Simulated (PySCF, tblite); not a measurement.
# C4H7BF2S: geometry, infrared bands and NMR shifts

What infrared bands and NMR shifts should C4H7BF2S (`CC(=S)CCB(F)F`) show?

The runs use tblite 0.8.0 and PySCF 2.14.0, with density-fitted response routines of our own; the level of theory stands in each step. All values are computed, except where a source is named. Atoms are numbered from 0 throughout.

### Step 1. The molecule as given

15 atoms, charge 0, multiplicity 1; geometry from: force field or distance geometry start.

Bonds of the start (Å): C0–C1 1.47, C1–S2 1.45, C1–C3 1.50, C3–C4 1.50, C4–B5 1.61, B5–F6 1.47, B5–F7 1.45, C0–H8 1.13, C0–H9 1.13, C0–H10 1.10, C3–H11 1.10, C3–H12 1.13, C4–H13 1.10, C4–H14 1.11.

### Step 2. Optimising the geometry with GFN2-xTB

Job settings and geometry (Å):

```
{"job": {"kind": "relax", "xc": "GFN2-xTB", "basis": "xTB"}, "charge": 0, "multiplicity": 1}
C     -2.241000     0.675000    -0.382300
C     -0.910100     0.047000    -0.443000
S     -0.324800    -0.434500    -1.679900
C     -0.059000    -0.143000     0.776400
C      1.253600    -0.814800     0.489200
B      2.130300     0.043600    -0.554500
F      2.222800     1.493500    -0.349500
F      3.393500    -0.568900    -0.927600
H     -2.163800     1.654800    -0.931800
H     -3.006700     0.066400    -0.942400
H     -2.582000     0.838800     0.650400
H      0.030800     0.782200     1.360700
H     -0.649400    -0.854800     1.428300
H      1.800500    -0.952200     1.438800
H      1.100800    -1.825000     0.045200
```

Started as:

```bash
OMP_NUM_THREADS=1 python probes_run.py task.json out
```

The driver reads the jobs from task.json and runs them one after another.

**Question.** This job is followed by: GFN2-xTB harmonic vibrations, gas phase; GIAO PBE0/pcSseg-1 NMR shielding, non-relativistic, gas phase. What will the session give for the following? strongest single infrared mode (GFN2-xTB); zero-point energy (GFN2-xTB); ¹³C shifts against TMS (PBE0/pcSseg-1); ¹H shifts against TMS (PBE0/pcSseg-1, means over atoms taken as alike); ³³S shifts against CS2 (PBE0/pcSseg-1); ¹¹B shifts against BF3·OEt2 (PBE0/pcSseg-1); ¹⁹F shifts against CFCl3 (PBE0/pcSseg-1, means over atoms taken as alike).

The runs gave:

| quantity | value |
| --- | --- |
| strongest single infrared mode (GFN2-xTB) | 1152 cm⁻¹, 208 km/mol |
| zero-point energy (GFN2-xTB) | 67.6 kcal/mol |
| ¹³C shifts against TMS (PBE0/pcSseg-1) | 280.9, 53.4, 38.2, 24.4 ppm |
| ¹H shifts against TMS (PBE0/pcSseg-1, means over atoms taken as alike) | 3.13, 3.01, 1.05 ppm |
| ³³S shifts against CS2 (PBE0/pcSseg-1) | 649 ppm |
| ¹¹B shifts against BF3·OEt2 (PBE0/pcSseg-1) | 17.0 ppm |
| ¹⁹F shifts against CFCl3 (PBE0/pcSseg-1, means over atoms taken as alike) | -120.7 ppm |

What this shows: The optimisation took 116 steps and gained 2.223 eV; among the close pairs (by a distance rule), C1–S2 changed most, from 1.451 to 1.635 Å. No mode is imaginary among the 39: a minimum at this level. The strongest single mode, at 1152 cm⁻¹, is spread over many atoms; the largest shares are those of B5, H12. Unscaled tight-binding wavenumbers are off by several per cent, some by more. Its intensities can rank the bands wrongly. The most deshielded carbon is C1 (thiocarbonyl carbon), at 280.9 ppm: low-lying n→π* states of the double bond to the heteroatom give a large paramagnetic term (-359 ppm). At PBE0/pcSseg-1: The widest tensor belongs to S2: span 1253 ppm, with a paramagnetic part of -1204 ppm.
